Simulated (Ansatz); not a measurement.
# Zr4Si7: the cost of one run

Program: Ansatz 0.2.0. Level of theory: DFT r2SCAN, scalar-relativistic, plane waves, PAW. These are calculated values, not measurements.

### Step 1. The starting structure

Symmetry: Cmcm, No. 63, orthorhombic system. The conventional cell has a = 3.689 Å, b = 14.866 Å, c = 3.666 Å, α = 90.00°, β = 90.00°, γ = 90.00°. Zr (site symmetry m2m) is surrounded by 10 Si at 2.72 to 2.98 Å. Around Si (site symmetry m2m) lie 2 Si at 2.39 Å and 6 Zr at 2.72 to 2.98 Å. Around Si (site symmetry m2m) lie 4 Si at 2.60 Å and 4 Zr at 2.82 Å.

As a file:

```
CELL_PARAMETERS angstrom
1.84430 -7.43292 0.00000
1.84430 7.43292 0.00000
0.00000 0.00000 3.66641
ATOMIC_POSITIONS crystal
Zr 0.89410 0.10590 0.25000
Zr 0.10590 0.89410 0.75000
Si 0.55156 0.44844 0.25000
Si 0.44844 0.55156 0.75000
Si 0.25030 0.74970 0.25000
Si 0.74970 0.25030 0.75000
```

It is the result of an earlier relaxation at this level (volume 16.75 Å³/atom; gap on the mesh: none (metal)).

Reference energy of this cell: -10950.2852 eV (6 atoms, 10×10×10 mesh, zero smearing).

### Step 2. Cell: 2 of 16 Si atoms taken out at random

From a supercell with 16 Si sites, 2 are emptied at random; the cell stays neutral and all atoms are shaken by 0.02 Å.

The cell holds 8 Zr, 14 Si: a = 7.377 Å, b = 7.658 Å, c = 8.208 Å, α = 83.79°, β = 63.30°, γ = 76.06°.

### Step 3. Relaxing on a coarse mesh

A cheap relaxation: coarse mesh, no symmetry, loose thresholds.

Contents of input.yaml:

```yaml
crystal:
  lattice:
    - [7.3772088664, 0.0, 0.0]
    - [1.8443022166, -7.432918739, 0.0]
    - [3.6886044332, 0.0, -7.3328142412]
  atoms:
    - { symbol: Zr, position: [0.1172317147, 0.7892933331, 0.8713854778] }
    - { symbol: Zr, position: [0.3618278038, 0.7927098117, 0.3769715483] }
    - { symbol: Zr, position: [0.616782444, 0.7852063398, 0.8744061453] }
    - { symbol: Zr, position: [0.8684909386, 0.7889046509, 0.3741449577] }
    - { symbol: Zr, position: [0.6394411613, 0.2069765123, 0.6258883997] }
    - { symbol: Zr, position: [0.8893164989, 0.2136186364, 0.1196136531] }
    - { symbol: Zr, position: [0.1362380621, 0.2067611522, 0.623322493] }
    - { symbol: Zr, position: [0.3784592837, 0.2110022674, 0.1300106651] }
    - { symbol: Si, position: [0.2908796044, 0.1083390186, 0.8720189286] }
    - { symbol: Si, position: [0.5307863467, 0.1021443718, 0.3753329531] }
    - { symbol: Si, position: [0.7916750146, 0.1054589536, 0.8744106534] }
    - { symbol: Si, position: [0.0376656448, 0.1036635755, 0.3746731901] }
    - { symbol: Si, position: [0.4706993046, 0.8938680962, 0.6216870173] }
    - { symbol: Si, position: [0.7115504872, 0.8934923553, 0.1250874773] }
    - { symbol: Si, position: [0.9626872376, 0.9008694953, 0.6238910521] }
    - { symbol: Si, position: [0.2193208266, 0.8936661742, 0.1227152102] }
    - { symbol: Si, position: [0.4392221538, 0.5004246899, 0.8770862856] }
    - { symbol: Si, position: [0.6873220869, 0.4995589118, 0.3781939433] }
    - { symbol: Si, position: [0.9373319538, 0.5002453843, 0.874331825] }
    - { symbol: Si, position: [0.3112266906, 0.4976061886, 0.6270481928] }
    - { symbol: Si, position: [0.811758191, 0.4942980195, 0.6276614272] }
    - { symbol: Si, position: [0.0608016276, 0.4985794118, 0.1251909107] }
  symmetry: { detect: false }
basis:
  ecutwfc: 500
kpoints:
  mp_grid: { grid: [2, 2, 2], shift: [0.5, 0.5, 0.5] }
hamiltonian:
  xc: r2scan
scf:
  occupations: { method: gaussian, width: 0.1 }
  lower_state_search: "off"
output:
  forces: true
  stress: true
  eigenvalues: true
relax:
  adjacent_minimum: "off"
  f_tol: 0.04
  max_steps: 50
  cell: { stress_tol: 0.3 }
```

Run with:

```
> ansatz run input.yaml --threads 4 --pin off --max-ram 9216MiB --backend cpu --events-out ev --progress --plain --runs-dir out
```

What time and memory should one allow on 4 threads of Intel Xeon 6975P-C (Granite Rapids), shared host?

About 56 s, with a peak of 1.9 GiB.
